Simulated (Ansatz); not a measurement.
# BH4NO2 + HF: a complex and its separated parts

Aim: how far the complex at one end of a reaction step lies below its separated, relaxed parts, level by level.

Computed with Ansatz 0.2.0, Gaussian basis. Level: PBE0-D4/def2-TZVP structures, single points in def2-TZVPP, no counterpoise correction.

Levels: SPW92, PBE-D4, BLYP-D4, r2SCAN-D4, B97M-V, PBE0-D4, B3LYP-D4, r2SCAN0-D4, BHLYP-D4, CAM-B3LYP-D4, wB97X-V, wB97M-V, B2PLYP, PBE-QIDH, RPA on PBE, Hartree-Fock, MP2, CCSD, CCSD(T).

Correlated methods freeze the cores. B3LYP uses VWN-RPA correlation. B2PLYP carries no dispersion term here.

94 further runs of the same task are left out: 94 set aside as unsound or not needed.

**1. Starting geometry**

The complex: 10 atoms, charge 0, spin multiplicity 1.

Atoms are counted from 1 here; the program's logs count them from 0.

Bond lengths: B1–O3 1.363 Å, B1–O4 1.361 Å, B1–N6 1.451 Å, F2–H5 0.957 Å, O3–H7 0.962 Å, O4–H8 0.961 Å, N6–H9 1.010 Å, N6–H10 1.009 Å. Angles: O3–B1–O4 120.3°, O3–B1–N6 121.7°, O4–B1–N6 118.0°, B1–O3–H7 113.6°, B1–O4–H8 111.9°, B1–N6–H9 116.9°, B1–N6–H10 115.6°, H9–N6–H10 110.4°.

As a file:

```xyz
10
BFH5NO2
B    -0.6094    0.3671    0.0289
F     2.0179   -0.8992   -1.0083
O    -0.0167    1.3595   -0.6938
O    -1.9599    0.2035   -0.0092
H     1.3155   -1.0199   -0.3698
N     0.1679   -0.5735    0.8141
H     0.9257    1.2251   -0.8330
H    -2.3730    0.7864   -0.6512
H     0.8974   -0.1880    1.3970
H    -0.3653   -1.2611    1.3254
```

Its parts: BH4NO2 holds atoms 1, 3, 4, 6, 7, 8, 9, 10; HF holds atoms 2, 5. Each part counts its atoms afresh in its own runs.

**2. Relaxing BH4NO2 alone**

Input file relax-a/in.yaml:

```yaml
crystal:
  periodic: [false, false, false]
  atoms:
    - {symbol: B, position_ang: [-0.609402, 0.367100, 0.028884]}
    - {symbol: O, position_ang: [-0.016676, 1.359537, -0.693845]}
    - {symbol: O, position_ang: [-1.959942, 0.203496, -0.009234]}
    - {symbol: N, position_ang: [0.167915, -0.573464, 0.814089]}
    - {symbol: H, position_ang: [0.925698, 1.225099, -0.833003]}
    - {symbol: H, position_ang: [-2.373049, 0.786412, -0.651207]}
    - {symbol: H, position_ang: [0.897409, -0.187986, 1.397031]}
    - {symbol: H, position_ang: [-0.365276, -1.261105, 1.325377]}
basis:
  gaussian: {orbitals: def2-TZVP}
hamiltonian: {xc: pbe0, dispersion: d4}
relax: {f_tol: 0.005, max_steps: 200}
```

The run is started by

```bash
ansatz run in.yaml --threads 4 --pin off --events-out ev --progress --plain --max-ram 9574MiB
```

The runs that follow: Relaxing HF alone; SPW92/def2-TZVPP; PBE-D4/def2-TZVPP; BLYP-D4/def2-TZVPP; r2SCAN-D4/def2-TZVPP; B97M-V/def2-TZVPP; PBE0-D4/def2-TZVPP; B3LYP-D4/def2-TZVPP; r2SCAN0-D4/def2-TZVPP; BHLYP-D4/def2-TZVPP; CAM-B3LYP-D4/def2-TZVPP; wB97X-V/def2-TZVPP; wB97M-V/def2-TZVPP; B2PLYP/def2-TZVPP; PBE-QIDH/def2-TZVPP; RPA on PBE/def2-TZVPP; CCSD(T)/def2-TZVPP; Vibrations of BH4NO2; Vibrations of HF.

What does the calculation give? Wanted: complex less parts, CCSD(T)/def2-TZVPP; with zero-point energy; largest T1 diagnostic.

The runs gave:

| quantity | value |
| --- | --- |
| complex less parts, CCSD(T)/def2-TZVPP | -8.4 kcal/mol |
| with zero-point energy | -5.6 kcal/mol |
| largest T1 diagnostic | 0.011 |

What this shows: At CCSD(T) the complex lies 8.4 kcal/mol below its parts. B2PLYP is the best functional here (-0.1 kcal/mol from CCSD(T)); SPW92 is the worst (-7.7 kcal/mol). By rung, the mean size of the error is: LDA 7.7, GGA 2.4, meta-GGA 1.5, hybrid 1.1, range-separated hybrid 1.2, double hybrid 0.3 kcal/mol. PBE-D4 gives a relative energy 3.0 kcal/mol too low, outside chemical accuracy (1 kcal/mol). No counterpoise was applied, and triple zeta lacks some correlation, so the CCSD(T) reference has a basis error of its own, and close matches with it are partly luck.
